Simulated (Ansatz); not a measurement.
# C₂H₅FGeO₂Si: a ladder of functionals and wavefunction methods

Aim: compute C₂H₅FGeO₂Si with functionals from several rungs and with coupled cluster, and see how far each lands from CCSD(T) at the basis-set limit for the atomisation energy.

Method: functionals in def2-TZVPP, the program's frozen cores in correlated methods; program: Ansatz 0.2.0, Gaussian basis.

Levels to be run: PBE-D4, r2SCAN-D4, PBE0-D4, B3LYP-D4, ωB97X-V, ωB97M-V, B2PLYP; CCSD(T)/def2-TZVPP; MP2/def2-QZVPP; extrapolation to the limit.

### 1 The relaxed structure

An earlier PBE0-D4 in a triple-zeta def2 set relaxation fixed the geometry.

SMILES `[OH][GeH2][C]#C[SiH](O)F`, 12 atoms, charge 0, spin multiplicity 1.

Atoms are counted from 1 here; the program's logs count them from 0.

Bond lengths: O1–Ge2 1.774 Å, O1–H8 0.960 Å, Ge2–C3 1.911 Å, Ge2–H9 1.527 Å, Ge2–H10 1.536 Å, C3–C4 1.214 Å, C4–Si5 1.822 Å, Si5–O6 1.624 Å, Si5–F7 1.592 Å, Si5–H11 1.469 Å, O6–H12 0.958 Å. Angles: Ge2–O1–H8 112.8°, O1–Ge2–C3 108.8°, O1–Ge2–H9 105.2°, O1–Ge2–H10 111.1°, C3–Ge2–H9 110.3°, C3–Ge2–H10 107.9°, H9–Ge2–H10 113.4°, Ge2–C3–C4 178.6°, C3–C4–Si5 178.3°, C4–Si5–O6 111.0°, C4–Si5–F7 106.7°, C4–Si5–H11 112.6°, O6–Si5–F7 110.9°, O6–Si5–H11 107.4°, F7–Si5–H11 108.2°, Si5–O6–H12 119.0°.

### 2 PBE-D4 (GGA)

in.yaml reads:

```yaml
crystal:
  periodic: [false, false, false]
  atoms:
    - {symbol: O, position_ang: [-2.008507, 2.097751, -1.860430]}
    - {symbol: Ge, position_ang: [-0.841683, 0.804304, -2.194087]}
    - {symbol: C, position_ang: [-0.137949, 0.164894, -0.536257]}
    - {symbol: C, position_ang: [0.320384, -0.214474, 0.521894]}
    - {symbol: Si, position_ang: [0.957852, -0.795400, 2.126329]}
    - {symbol: O, position_ang: [0.878220, -2.414313, 2.232782]}
    - {symbol: F, position_ang: [2.464485, -0.292871, 2.228319]}
    - {symbol: H, position_ang: [-1.638291, 2.803526, -1.325255]}
    - {symbol: H, position_ang: [-1.647013, -0.292728, -2.887543]}
    - {symbol: H, position_ang: [0.333277, 1.323081, -3.036315]}
    - {symbol: H, position_ang: [0.210858, -0.242172, 3.264297]}
    - {symbol: H, position_ang: [1.108376, -2.941596, 1.466264]}
basis:
  gaussian: {orbitals: def2-TZVPP}
hamiltonian: {xc: pbe, dispersion: d4}
output: {forces: true, orbitals: {seedname: orbitals}}
```

On the command line:

```
$ ansatz run in.yaml --threads 2 --pin off --events-out ev --progress --plain --max-ram 32768MiB --backend cuda --devices 0, --max-vram 18GiB
```

The runs that follow: r2SCAN-D4 (meta-GGA); PBE0-D4 (hybrid); B3LYP-D4 (hybrid); ωB97X-V (range-separated); ωB97M-V (range-separated); B2PLYP (double hybrid); CCSD(T) in def2-TZVPP; MP2 in def2-QZVPP.

**Question.** What will the summary of the whole plan be? Wanted: atomisation energy, CCSD(T)/CBS; farthest; mean size of error, hybrid; mean size of error, range-separated; gap, smallest and largest; T1 diagnostic; triples share of the correlation energy.

**Answer**, as computed:

| quantity | value |
| --- | --- |
| atomisation energy, CCSD(T)/CBS | 4778.5 kJ/mol |
| functionals within 47.8 kJ/mol (1.0 %) | PBE-D4, r2SCAN-D4, ωB97X-V, ωB97M-V |
| farthest | B2PLYP (-73.8 kJ/mol) |
| mean size of error, hybrid | 67.7 kJ/mol |
| mean size of error, range-separated | 27.2 kJ/mol |
| gap, smallest and largest | 5.10 eV (PBE-D4), 11.77 eV (ωB97X-V) |
| T1 diagnostic | 0.0124 |
| triples share of the correlation energy | 3.8 % |

**Reading.** PBE-D4 is off by +47.3 kJ/mol. Double hybrids carry the basis error of their MP2 part in triple zeta, and no dispersion term here, so their miss is partly the set-up's. The reference freezes the cores and leaves out relativity and excitations past (T), and its outer-core shells are covered unevenly, so misses under about 47.8 kJ/mol can't be ranked. Hartree-Fock recovers 71 % of the binding; the rest is correlation. The gap grows from 5.1 to 11.8 eV across the functionals, mostly with the share of exact exchange. Correlated methods include outer-core shells of Ge, which these sets cover unevenly.
